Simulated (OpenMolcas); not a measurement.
# Fe²⁺ among point charges: CASSCF levels and susceptibility

How does a field of 6 point charges split the states of Fe²⁺, and what χT follows?

The numbers are computed with OpenMolcas 26.06 (state-averaged CASSCF, spin-orbit coupling by RASSI with atomic mean-field integrals), except any that are marked as measured or tabulated.

1 further run of the same task is left out (it didn't finish).

## (1) What is computed

* Species: Fe²⁺ (iron, Z = 26, 24 electrons)
* Basis: ANO-RCC-VTZP [6s5p3d2f1g], 59 functions
* Scalar Hamiltonian: DKH2, point nucleus
* Inactive shells: 1s 2s 2p 3s 3p
* Active space: 6 electrons in 5 orbitals (3d)
* Some configurations of this space: 3d6
* Orbitals: optimised for each spin and parity, averaged over all roots

The outer shells:

3d6
```
3d [↑↓][↑ ][↑ ][↑ ][↑ ]
```

The ion sits among 6 point charges of -2 e arranged as an octahedron (Oh), 1.84 Å from the ion. The active orbitals were held to one l.

The work runs as a chain of OpenMolcas steps in one folder; each step below is one input file. Labels, J, g values, rates, χT and fits are worked out afterwards by a script from the matrices that RASSI stores. The input lists half of the charges; inversion (Group=XYZ) makes the rest.

## (2) Basis and integrals

Input file a.inp:

```
&GATEWAY
Coord
1

Fe 0.0 0.0 0.0
Basis=ANO-RCC-VTZP
Group=XYZ
NoMove
AngMom=0.0 0.0 0.0
AMFI
XField
3 Angstrom 0
1.840000 0.000000 0.000000 -2.000000
0.000000 1.840000 0.000000 -2.000000
0.000000 0.000000 1.840000 -2.000000
&SEWARD
```

## (3) Reference wave functions, quintets of even parity, 5 roots

Input file a.inp:

```
&RASSCF
FileOrb=start.orb
Symmetry=1
Spin=5
nActEl=6 0 0
Inactive=3 6
Ras2=5 0
CIRoot=5 5 1
SDav=5
CIMx=300
Iter=120 100
PrWF=0.3
OrbListing=Nothing
MaxOrb=0
SupSym
1
15 4 5 6 7 8 12 13 14 15 16 17 18 19 20 21
0
>>> COPY $Project.JobIph JOB001
```

start.orb holds the contracted functions of the basis, ordered by shell, or the orbitals of the step before.

## (4) CASSCF: triplets of even parity, 45 roots

Input file a.inp:

```
&RASSCF
FileOrb=start.orb
Symmetry=1
Spin=3
nActEl=6 0 0
Inactive=3 6
Ras2=5 0
CIRoot=45 45 1
SDav=45
CIMx=300
Iter=120 100
PrWF=0.3
OrbListing=Nothing
MaxOrb=0
SupSym
1
15 4 5 6 7 8 12 13 14 15 16 17 18 19 20 21
0
>>> COPY $Project.JobIph JOB002
```

## (5) Reference wave functions, singlets of even parity, 50 roots

Input file a.inp:

```
&RASSCF
FileOrb=start.orb
Symmetry=1
Spin=1
nActEl=6 0 0
Inactive=3 6
Ras2=5 0
CIRoot=50 50 1
SDav=50
CIMx=300
Iter=120 100
PrWF=0.3
OrbListing=Nothing
MaxOrb=0
SupSym
1
15 4 5 6 7 8 12 13 14 15 16 17 18 19 20 21
0
>>> COPY $Project.JobIph JOB003
```

## (6) RASSI: spin-orbit coupling between the states

Input file a.inp:

```
&RASSI
NrOfJobIphs=3 5 45 50
1 2 3 4 5
1 2 3 4 5 6 7 8 9 10 11 12 13 14 15 16 17 18 19 20 21 22 23 24 25 26 27
28 29 30 31 32 33 34 35 36 37 38 39 40 41 42 43 44 45
1 2 3 4 5 6 7 8 9 10 11 12 13 14 15 16 17 18 19 20 21 22 23 24 25 26 27
28 29 30 31 32 33 34 35 36 37 38 39 40 41 42 43 44 45 46 47 48 49 50
IphNames
JOB001
JOB002
JOB003
EJob
SpinOrbit
DIPRint=1.0
SOCoupling=1000.0
Subsets=2
Property=9
'ANGMOM' 1 'ANGMOM' 2 'ANGMOM' 3 'MLTPL  1' 1 'MLTPL  1' 2 'MLTPL  1' 3
'AMFI' 1 'AMFI' 2 'AMFI' 3
SOProperty=3
'ANGMOM' 1 'ANGMOM' 2 'ANGMOM' 3
```

Q: Predict the outcome of this session. Wanted: spin-free ground state; first state of the same spin within the active space; lowest level; next level.

**Answer**, as computed:

| quantity | value |
| --- | --- |
| method | CASSCF |
| spin-free ground state | 5T2, 3-fold in its orbital part |
| first state of the same spin within the active space | 5E at 9510 cm⁻¹ |
| lowest level | 3-fold T2 |
| next level | 191.5 cm⁻¹ |
| χT at 300 K | 4.09 cm³ K/mol |
| effective moment at 300 K | 5.72 μB |

What this shows: The spin-free ground state (5T2) comes to 100 % from free-ion D terms and keeps the highest spin of the shell. χT at 300 K is 4.09, against 3.01 cm³ K/mol for the spin alone, so orbital moment adds to it. An active space of the d shell alone favours high spin; real ions in strong fields can be low spin. The field of point charges can differ much from that of real complexes. With metal d orbitals alone active, the gaps between spin states are rough; where two lie within a few thousand cm-1, their order is open. This is an electrostatic model: the charges have no orbitals.
